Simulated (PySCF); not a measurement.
# C3H8BNO: a tour of settings, part 2 of 2

PySCF 2.14.0. Atoms count from 0.

## Step 4: Ultraviolet spectrum: PBE0/def2-SVPD

Job settings and geometry (Å):

```
{"job": {"kind": "uv", "xc": "PBE0", "basis": "def2-SVPD", "nstates": 1, "ntriplets": 2, "tda": true}, "charge": 0, "multiplicity": 1}
C     -1.186925    -1.029859     0.140927
B     -0.262385     0.231300    -0.005572
C     -0.801995     1.718208    -0.068652
N      1.160137     0.081203    -0.085094
C      1.896664    -1.069028    -0.047129
O      1.470431    -2.186100     0.052769
H     -2.244686    -0.792118     0.217866
H     -1.053157    -1.703522    -0.704102
H     -0.906268    -1.617407     1.013346
H     -1.885708     1.781923    -0.090347
H     -0.463456     2.287911     0.796448
H     -0.424531     2.242850    -0.945502
H      1.714908     0.921769    -0.175302
H      2.986293    -0.867602    -0.121824
```

With the program's defaults for keys left out, this is: TDA PBE0/def2-SVPD, vertical, gas phase, core orbitals frozen in the response.

Log:

```text
coarse grid: 11456 points
cycle   1  E = -273.3212596959  dE =  6.976e-01  |g| = 8.463e-01  |ddm| = 5.247e+00
cycle   2  E = -272.8432796167  dE =  4.780e-01  |g| = 1.748e+00  |ddm| = 4.915e+00
cycle   3  E = -273.4671038375  dE = -6.238e-01  |g| = 2.327e-01  |ddm| = 3.892e+00
cycle   4  E = -273.4788030172  dE = -1.170e-02  |g| = 7.039e-02  |ddm| = 2.972e-01
cycle   5  E = -273.4798196494  dE = -1.017e-03  |g| = 2.002e-02  |ddm| = 8.795e-02
cycle   6  E = -273.4799045455  dE = -8.490e-05  |g| = 4.461e-03  |ddm| = 2.600e-02
cycle   7  E = -273.4799087987  dE = -4.253e-06  |g| = 1.084e-03  |ddm| = 7.000e-03
final grid: 110008 points
cycle   8  E = -273.5192836058  dE = -2.497e-05  |g| = 1.245e-02  |ddm| = 1.460e-01
cycle   9  E = -273.5192111885  dE =  7.242e-05  |g| = 2.282e-02  |ddm| = 3.570e-02
cycle  10  E = -273.5193152227  dE = -1.040e-04  |g| = 2.800e-03  |ddm| = 2.463e-02
cycle  11  E = -273.5193170001  dE = -1.777e-06  |g| = 1.207e-04  |ddm| = 3.466e-03
cycle  12  E = -273.5193170029  dE = -2.761e-09  |g| = 8.517e-05  |ddm| = 4.433e-04
cycle  13  E = -273.5193170047  dE = -1.794e-09  |g| = 1.695e-05  |ddm| = 1.204e-04
cycle  14  E = -273.5193170047  dE = -5.434e-11  |g| = 5.638e-06  |ddm| = 3.475e-05
converged SCF energy = -273.5193170047

Static polarisability (au): isotropic 62.387, principal 46.043 66.157 74.962

Singlet excitations
state   eV       nm        f      main configurations
  1   4.9412    250.9   0.00123   H->L 0.93

Triplet excitations (Tamm-Dancoff, eV): 4.4267 5.3307
```

Run time: 16 s. Hardware: 1 thread of Arm Neoverse V2, shared host; peak memory 0.84 GiB.

The orbitals next to the gap, with their largest atomic shares:

```csv
orbital,eV,atoms
HOMO−3,-10.28,"C0 26 %, B1 15 %, H6 14 %"
HOMO−2,-9.01,"C0 27 %, B1 24 %, C2 21 %"
HOMO−1,-8.69,"N3 43 %, O5 31 %, C4 10 %"
HOMO,-7.72,"O5 61 %, C4 13 %, H13 8 %"
LUMO,-0.81,"B1 23 %, C4 23 %, O5 18 %"
LUMO+1,0.13,"B1 40 %, H12 14 %, C4 9 %"
LUMO+2,1.05,"H13 17 %, H12 14 %, B1 13 %"
```

Leading natural transition orbitals of singlet state 1: the hole lies on O5 71 %; H13 12 %; N3 7 %; the particle on C4 34 %; O5 23 %; B1 19 %.

Further results of this job:

```csv
property,computed
dipole moment (D),3.35
polarisability (Å³),9.24
HOMO–LUMO gap (eV),6.91
−ε(HOMO) (eV),7.72
```

## Step 5: Ultraviolet spectrum: LC-wPBE/def2-SVPD

Settings changed since step 4:

```diff
@@ -1,2 +1,2 @@
-{"job": {"kind": "uv", "xc": "PBE0", "basis": "def2-SVPD", "nstates": 1, "ntriplets": 2, "tda": true}, "charge": 0, "multiplicity": 1}
+{"job": {"kind": "uv", "xc": "LC-wPBE", "basis": "def2-SVPD", "nstates": 12, "ntriplets": 5, "tda": false}, "charge": 0, "multiplicity": 1}
 C     -1.186925    -1.029859     0.140927
```

Method: TDDFT LC-wPBE/def2-SVPD, vertical, gas phase, core orbitals frozen in the response.

Log:

```text
coarse grid: 11456 points
cycle   1  E = -273.4584040344  dE =  9.926e-01  |g| = 8.619e-01  |ddm| = 5.255e+00
cycle   2  E = -273.3568398655  dE =  1.016e-01  |g| = 1.213e+00  |ddm| = 2.932e+00
cycle   3  E = -273.6205851614  dE = -2.637e-01  |g| = 8.298e-02  |ddm| = 1.732e+00
cycle   4  E = -273.6220349260  dE = -1.450e-03  |g| = 4.459e-02  |ddm| = 1.701e-01
cycle   5  E = -273.6225000748  dE = -4.651e-04  |g| = 8.833e-03  |ddm| = 6.431e-02
cycle   6  E = -273.6225293051  dE = -2.923e-05  |g| = 3.606e-03  |ddm| = 3.056e-02
cycle   7  E = -273.6225350477  dE = -5.743e-06  |g| = 1.133e-03  |ddm| = 1.192e-02
final grid: 110008 points
cycle   8  E = -273.6704480218  dE = -2.738e-05  |g| = 5.650e-03  |ddm| = 7.720e-02
cycle   9  E = -273.6704487388  dE = -7.170e-07  |g| = 5.916e-03  |ddm| = 1.685e-02
cycle  10  E = -273.6704553363  dE = -6.598e-06  |g| = 9.026e-04  |ddm| = 5.719e-03
cycle  11  E = -273.6704555126  dE = -1.763e-07  |g| = 2.717e-04  |ddm| = 1.307e-03
cycle  12  E = -273.6704555415  dE = -2.894e-08  |g| = 9.535e-05  |ddm| = 9.082e-04
cycle  13  E = -273.6704555448  dE = -3.353e-09  |g| = 3.073e-05  |ddm| = 1.831e-04
cycle  14  E = -273.6704555456  dE = -7.292e-10  |g| = 5.995e-06  |ddm| = 1.692e-04
converged SCF energy = -273.6704555456

Static polarisability (au): isotropic 60.266, principal 45.257 63.488 72.052

Singlet excitations
state   eV       nm        f      main configurations
  1   5.1075    242.7   0.00118   H->L 0.78, H->L+4 0.16
  2   7.0859    175.0   0.00004   H-2->L 0.78, H-2->L+4 0.10
  3   7.1605    173.2   0.26797   H-1->L 0.91
  4   7.8883    157.2   0.05075   H->L+1 0.63, H->L+2 0.20
  5   8.2453    150.4   0.00040   H-3->L 0.47, H->L+4 0.26
  6   8.3301    148.8   0.00337   H-1->L+1 0.70, H-1->L+2 0.13
  7   8.7909    141.0   0.03816   H->L+2 0.44, H-2->L+1 0.24, H->L+1 0.14
  8   9.1018    136.2   0.06716   H-2->L+1 0.32, H->L+3 0.28, H->L+2 0.13
  9   9.1520    135.5   0.00375   H->L+4 0.42, H-3->L 0.33
 10   9.2813    133.6   0.04864   H-2->L+1 0.28, H->L+3 0.20, H->L+6 0.14
 11   9.5509    129.8   0.00415   H-1->L+2 0.51, H-1->L+1 0.12, H-1->L+3 0.12
 12   9.5969    129.2   0.00217   H-5->L 0.75, H-5->L+4 0.08

Triplet excitations (Tamm-Dancoff, eV): 4.5608 5.4858 6.4635 7.6284 7.6902
```

It took 32 s on 1 thread of Arm Neoverse V2, shared host; peak memory 0.84 GiB.

In short: HOMO -10.49 eV, LUMO 1.56 eV; lowest singlet 5.11 eV.

## Step 6: Shielding tensors: PBE0/pcSseg-1

Settings changed since step 5:

```diff
@@ -1,2 +1,2 @@
-{"job": {"kind": "uv", "xc": "LC-wPBE", "basis": "def2-SVPD", "nstates": 12, "ntriplets": 5, "tda": false}, "charge": 0, "multiplicity": 1}
+{"job": {"kind": "nmr", "xc": "PBE0", "basis": "pcSseg-1", "pop": true, "scf": {"max_cycle": 3}}, "charge": 0, "multiplicity": 1}
 C     -1.186925    -1.029859     0.140927
```

With the program's defaults for keys left out, this is: GIAO PBE0/pcSseg-1 NMR shielding, non-relativistic, gas phase.

Log:

```text
final grid: 110008 points
cycle   1  E = -273.5075896531  dE =  7.494e-01  |g| = 8.830e-01  |ddm| = 3.134e+00
cycle   2  E = -273.0271405624  dE =  4.804e-01  |g| = 1.780e+00  |ddm| = 2.212e+00
cycle   3  E = -273.6587773966  dE = -6.316e-01  |g| = 2.420e-01  |ddm| = 1.725e+00
SCF not converged, last energy = -273.6587773966
```

Wall time 2.5 s (1 thread of Arm Neoverse V2, shared host); peak memory 0.63 GiB.

**What went wrong.** The cap of 3 cycles ended the SCF at a gradient of 2.4e-01. Cure: raise the cap. Numbers printed on the way are no properties of the molecule.

## Step 7: Run by run: electronic excitations

Excitations and ground-state properties, with basis size and wall time:

```csv
run,lowest singlet (eV),brightest (eV),f,gap (eV),α (Å³),μ (D),functions,time
PBE0/def2-SVPD,4.94,4.94,0.001,6.91,9.24,3.35,187,16 s
LC-wPBE/def2-SVPD,5.11,7.16,0.268,12.05,8.93,3.42,187,32 s
```

## Step 8: What came out

What follows sums up all 2 parts.

| quantity | value |
| --- | --- |
| ¹³C shifts against TMS (PBE0/pcSseg-1, means over atoms taken as alike) | 165.6, 9.7 ppm |
| ¹H shifts against TMS (PBE0/pcSseg-1, means over atoms taken as alike) | 8.66, 6.26, 0.85 ppm |
| ¹¹B shifts against BF3·OEt2 (PBE0/pcSseg-1) | 54.2 ppm |
| ¹⁵N shifts against NH3 (PBE0/pcSseg-1) | 186.7 ppm |
| ¹⁷O shifts against H2O (PBE0/pcSseg-1) | 500.1 ppm |
| surface potential, 1st and 99th percentile | -1.76 V and 2.10 V |
| largest coupling of the table (KT2/6-31G) | ¹J(C,H) C4–H13, 190.7 Hz |
| lowest singlet (PBE0/def2-SVPD) | 4.94 eV (251 nm), f = 0.001 |
| lowest triplet | 4.43 eV |
| range of the lowest singlet | 4.94 to 5.11 eV |
| property runs in this session | 5, of which 1 failed and 0 gave unsound results |

In words: Single values in the summary come from the first run of each kind that ended normally (PBE0/pcSseg-1; KT2/6-31G; PBE0/def2-SVPD), which need not be the best level. At PBE0/pcSseg-1: The largest span, 876 ppm, is at O5, where the paramagnetic term is -565 ppm. By nearest atom (PBE0/pcSseg-1), the HOMO sits on O5 67 %; H13 13 % and the LUMO on B1 34 %; C4 23 %. In the run at KT2/6-31G, the largest coupling of the table is C4–H13, 190.7 Hz, of which the Fermi-contact term gives 189.5 Hz. Couplings across rotatable bonds belong to this one conformer; where others are populated, the observed values are averages. The lowest singlet, at 4.94 eV, is HOMO→LUMO 0.93 and is weak. The lowest triplet lies 0.51 eV below the lowest singlet. The lowest singlet runs from 4.94 eV (PBE0/def2-SVPD) to 5.11 eV (LC-wPBE/def2-SVPD), while the orbital gap spans 6.91 to 12.05 eV: the excitation energy moves far less from run to run than the orbital gap does. The lowest state need not be the same one in every run. The runs solved for a few states only, so the brightest column depends on that window. Couplings from bases without tight functions are rough.
